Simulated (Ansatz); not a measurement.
# C5H8Cl2Si2: a ladder of functionals and wavefunction methods

One table from this session's results is given with a row withheld; the runs are named, their logs left out.

Computed with Ansatz 0.2.0, Gaussian basis. Level: functionals in def2-TZVPP, the program's frozen cores in correlated methods.

Plan: LDA (SPW92), PBE-D4, revPBE-D4, BLYP-D4, r2SCAN-D4, B97M-V, PBE0-D4, B3LYP-D4, r2SCANh-D4, r2SCAN0-D4, HSE06-D4, BHLYP-D4, CAM-B3LYP-D4, LC-ωPBE, ωB97X-V, ωB97M-V, B2PLYP, PBE-QIDH; CCSD(T)/def2-SVP; CCSD(T)/def2-TZVPP; MP2/def2-QZVPP; extrapolation to the limit; RPA on PBE.

### The relaxed structure

All runs share one geometry, relaxed beforehand with PBE0-D4 in a triple-zeta def2 set.

SMILES `C=C[Si@H](Cl)C#C[Si@H](C)Cl`, 17 atoms, charge 0, spin multiplicity 1.

Atoms are counted from 1 here; the program's logs count them from 0.

Bond lengths: C1–C2 1.330 Å, C1–H10 1.086 Å, C1–H11 1.087 Å, C2–Si3 1.844 Å, C2–H12 1.088 Å, Si3–Cl4 2.056 Å, Si3–C5 1.822 Å, Si3–H13 1.480 Å, C5–C6 1.214 Å, C6–Si7 1.824 Å, Si7–C8 1.852 Å, Si7–Cl9 2.057 Å, Si7–H14 1.480 Å, C8–H15 1.092 Å, C8–H16 1.093 Å, C8–H17 1.092 Å. Angles: C2–C1–H10 122.2°, C2–C1–H11 121.8°, H10–C1–H11 116.1°, C1–C2–Si3 121.3°, C1–C2–H12 119.3°, Si3–C2–H12 119.4°, C2–Si3–Cl4 110.5°, C2–Si3–C5 110.8°, C2–Si3–H13 110.1°, Cl4–Si3–C5 107.2°, Cl4–Si3–H13 108.3°, C5–Si3–H13 109.9°, Si3–C5–C6 178.6°, C5–C6–Si7 178.4°, C6–Si7–C8 110.4°, C6–Si7–Cl9 108.0°, C6–Si7–H14 108.5°, C8–Si7–Cl9 109.9° and more.

Geometry (Å):

```
C     1.69862    0.84629   -3.68263
C     1.81396    0.58269   -2.38389
Si    0.91412    1.58021   -1.12109
Cl    2.24230    2.53897    0.12158
C    -0.12650    0.51129   -0.07440
C    -0.81740   -0.22318    0.60235
Si   -1.84148   -1.30047    1.66032
C    -1.29018   -1.18664    3.42455
Cl   -1.63613   -3.23320    0.98713
H     2.21588    0.26318   -4.43911
H     1.07877    1.66055   -4.04813
H     2.44546   -0.24264   -2.06230
H     0.07672    2.60453   -1.78358
H    -3.26132   -0.92142    1.48358
H    -0.24308   -1.48142    3.51694
H    -1.39387   -0.15897    3.78208
H    -1.89497   -1.84017    4.05671
```

The first run:

File in.yaml:

```yaml
crystal:
  periodic: [false, false, false]
  atoms:
    - {symbol: C, position_ang: [1.698621, 0.846286, -3.682633]}
    - {symbol: C, position_ang: [1.813957, 0.582689, -2.383892]}
    - {symbol: Si, position_ang: [0.914120, 1.580211, -1.121092]}
    - {symbol: Cl, position_ang: [2.242296, 2.538973, 0.121578]}
    - {symbol: C, position_ang: [-0.126503, 0.511291, -0.074400]}
    - {symbol: C, position_ang: [-0.817401, -0.223175, 0.602346]}
    - {symbol: Si, position_ang: [-1.841480, -1.300471, 1.660322]}
    - {symbol: C, position_ang: [-1.290176, -1.186642, 3.424552]}
    - {symbol: Cl, position_ang: [-1.636129, -3.233204, 0.987126]}
    - {symbol: H, position_ang: [2.215882, 0.263184, -4.439111]}
    - {symbol: H, position_ang: [1.078768, 1.660554, -4.048129]}
    - {symbol: H, position_ang: [2.445464, -0.242641, -2.062301]}
    - {symbol: H, position_ang: [0.076719, 2.604533, -1.783581]}
    - {symbol: H, position_ang: [-3.261319, -0.921421, 1.483584]}
    - {symbol: H, position_ang: [-0.243077, -1.481425, 3.516940]}
    - {symbol: H, position_ang: [-1.393869, -0.158970, 3.782085]}
    - {symbol: H, position_ang: [-1.894971, -1.840171, 4.056705]}
basis:
  gaussian: {orbitals: def2-TZVPP}
hamiltonian: {xc: lda}
output: {orbitals: {seedname: orbitals}}
```

Steps of the session up to this table: LDA; PBE-D4 (GGA); revPBE-D4 (GGA); BLYP-D4 (GGA); r2SCAN-D4 (meta-GGA); B97M-V (meta-GGA); PBE0-D4 (hybrid); B3LYP-D4 (hybrid); r2SCANh-D4 (hybrid); r2SCAN0-D4 (hybrid); HSE06-D4 (hybrid); BHLYP-D4 (hybrid); CAM-B3LYP-D4 (range-separated); LC-ωPBE (range-separated); ωB97X-V (range-separated); ωB97M-V (range-separated); B2PLYP (double hybrid); PBE-QIDH (double hybrid).

One of the session's tables, all rows but one given; the rest of the session is left out.

It belongs to the step «Orbital energies across the functionals». 

| functional | HOMO (eV) | LUMO (eV) | gap (eV) |
| --- | --- | --- | --- |
| LDA (SPW92) | -7.27 | -2.56 | 4.71 |
| PBE-D4 | -7.10 | -2.30 | 4.79 |
| revPBE-D4 | -7.03 | -2.21 | 4.82 |
| BLYP-D4 | -6.90 | -2.11 | 4.79 |
| r2SCAN-D4 | -7.35 | -2.14 | 5.21 |
| B97M-V | -7.36 | -2.09 | 5.27 |
| PBE0-D4 | -8.27 | -1.40 | 6.87 |
| B3LYP-D4 | ? | ? | ? |
| r2SCANh-D4 | -7.79 | -1.81 | 5.98 |
| r2SCAN0-D4 | -8.44 | -1.32 | 7.12 |
| HSE06-D4 | -7.87 | -1.78 | 6.09 |
| BHLYP-D4 | -9.24 | -0.34 | 8.90 |
| CAM-B3LYP-D4 | -9.57 | -0.26 | 9.31 |
| LC-ωPBE | -11.02 | 0.81 | 11.83 |
| ωB97X-V | -10.60 | 0.74 | 11.34 |
| ωB97M-V | -10.48 | 0.61 | 11.09 |

**Question.** Estimate the row for B3LYP-D4.

Worked estimate for «HOMO (eV)». Against the share of exact exchange, BLYP-D4 (0, -6.90), BHLYP-D4 (0.5, -9.24) give a slope of -4.68 per unit share; at 0.2 the line stands at -7.84.

The run gave: HOMO (eV): -8.01; LUMO (eV): -1.57; gap (eV): 6.44. In «HOMO (eV)» the line misses by +0.17.
